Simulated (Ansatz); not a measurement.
# Ta2N3: further runs on the relaxed cell

The task here is to estimate one member of a computed series from the others.

Method: DFT PBEsol, scalar-relativistic, plane waves, PAW, in Ansatz 0.2.0.

**The system as given**

The structure is orthorhombic, space group Pnma (No. 62). Conventional cell: a = 8.164 Å, b = 2.973 Å, c = 8.087 Å, α = 90.00°, β = 90.00°, γ = 90.00°. Around Ta (site symmetry m) lie 7 N at 2.08 to 2.19 Å. Around Ta (site symmetry m) lie 7 N at 2.16 to 2.19 Å. N (site symmetry m) is surrounded by 5 Ta at 2.14 to 2.19 Å. N (site symmetry m) is surrounded by 5 Ta at 2.08 to 2.19 Å. Around N (site symmetry m) lie 4 Ta at 2.11 to 2.19 Å.

Coordinates:

```xyz
20
Lattice="8.1635 0.0000 0.0000 0.0000 2.9727 0.0000 0.0000 0.0000 8.0869" Properties=species:S:1:pos:R:3 pbc="T T T"
Ta    0.1684    0.7432    5.5560
Ta    7.9951    2.2296    2.5308
Ta    3.9134    2.2296    1.5126
Ta    4.2502    0.7432    6.5742
Ta    1.5887    0.7432    0.0373
Ta    6.5748    2.2296    8.0496
Ta    2.4931    2.2296    4.0807
Ta    5.6705    0.7432    4.0061
N     3.7056    0.7432    3.0327
N     4.4579    2.2296    5.0541
N     0.3761    2.2296    7.0762
N     7.7874    0.7432    1.0107
N     0.9878    0.7432    3.6420
N     7.1757    2.2296    4.4448
N     3.0940    2.2296    7.6854
N     5.0696    0.7432    0.4014
N     2.2800    0.7432    5.6722
N     5.8835    2.2296    2.4147
N     1.8018    2.2296    1.6288
N     6.3618    0.7432    6.4581
```

It goes back to an entry of the Materials Project, which need not be the stable form.

It is the result of an earlier relaxation at this level (volume 9.81 Å³/atom; gap on the mesh: none (metal)).

The first run:

File input.yaml:

```yaml
crystal:
  lattice:
    - [8.0810671661, 0.0, 0.0]
    - [0.0, 2.9427086578, 0.0]
    - [0.0, 0.0, 8.0051629999]
  atoms:
    - { symbol: Ta, position: [0.0206267877, 0.25, 0.6870453164] }
    - { symbol: Ta, position: [0.9793732123, 0.75, 0.3129546836] }
    - { symbol: Ta, position: [0.4793732123, 0.75, 0.1870453164] }
    - { symbol: Ta, position: [0.5206267877, 0.25, 0.8129546836] }
    - { symbol: Ta, position: [0.1946084816, 0.25, 0.0046097303] }
    - { symbol: Ta, position: [0.8053915184, 0.75, 0.9953902697] }
    - { symbol: Ta, position: [0.3053915184, 0.75, 0.5046097303] }
    - { symbol: Ta, position: [0.6946084816, 0.25, 0.4953902697] }
    - { symbol: "N", position: [0.453923982, 0.25, 0.3750194271] }
    - { symbol: "N", position: [0.546076018, 0.75, 0.6249805729] }
    - { symbol: "N", position: [0.046076018, 0.75, 0.8750194271] }
    - { symbol: "N", position: [0.953923982, 0.25, 0.1249805729] }
    - { symbol: "N", position: [0.1210001169, 0.25, 0.4503625619] }
    - { symbol: "N", position: [0.8789998831, 0.75, 0.5496374381] }
    - { symbol: "N", position: [0.3789998831, 0.75, 0.9503625619] }
    - { symbol: "N", position: [0.6210001169, 0.25, 0.0496374381] }
    - { symbol: "N", position: [0.2792928418, 0.25, 0.7014090923] }
    - { symbol: "N", position: [0.7207071582, 0.75, 0.2985909077] }
    - { symbol: "N", position: [0.2207071582, 0.75, 0.2014090923] }
    - { symbol: "N", position: [0.7792928418, 0.25, 0.7985909077] }
basis:
  ecutwfc: 420
kpoints:
  mp_grid: { grid: [6, 12, 6] }
hamiltonian:
  xc: pbesol
scf:
  occupations: { method: gaussian, width: 0.1 }
output:
  forces: true
  stress: true
  eigenvalues: true
  write_density: true
  write_potential: true
  elf: true
  volumetric_format: npy
relax:
  adjacent_minimum: "off"
  f_tol: 0.01
  max_steps: 30
  cell: { stress_tol: 0.1, fix: [volume] }
```

Launch:

```bash
$ ansatz run input.yaml --threads 4 --pin off --max-ram 10240MiB --backend cpu --events-out ev --progress --plain --runs-dir out
```

Among the steps run: Volume × 0.97; Point at V/V0 = 1.03; Point at V/V0 = 0.94; Point at V/V0 = 1.06; The cell scaled to 0.91 of its volume; Volume × 1.10; Point at V/V0 = 0.88.

One of the session's tables, all rows but one given; the rest of the session is left out.

It belongs to the step «Equation of state». 

```
volume (Å³/atom)  energy above the lowest point (meV/atom)  pressure (GPa)
           8.635                                     193.1           58.86
           8.929                                     102.4           40.42
           9.224                                      42.9           24.73
           9.518                                         ?               ?
           9.813                                       0.0            0.00
          10.107                                       9.2           -9.66
          10.401                                      34.7          -17.84
          10.794                                      89.9          -26.80
```

Q: Estimate the row for volume (Å³/atom) = 9.518 from the others.

Worked estimate for «energy above the lowest point (meV/atom)». A straight line through the neighbours (9.224, 42.9) and (9.813, 0.0) gives 42.9 + (0.0 − 42.9) × (9.518 − 9.224) / (9.813 − 9.224) = 21.5; a parabola fitted to 4 rows on both sides gives 10.0.

**Answer.** energy above the lowest point (meV/atom): 10.1; pressure (GPa): 11.37. In «energy above the lowest point (meV/atom)» the line misses by +11.4 and the parabola by -0.1.
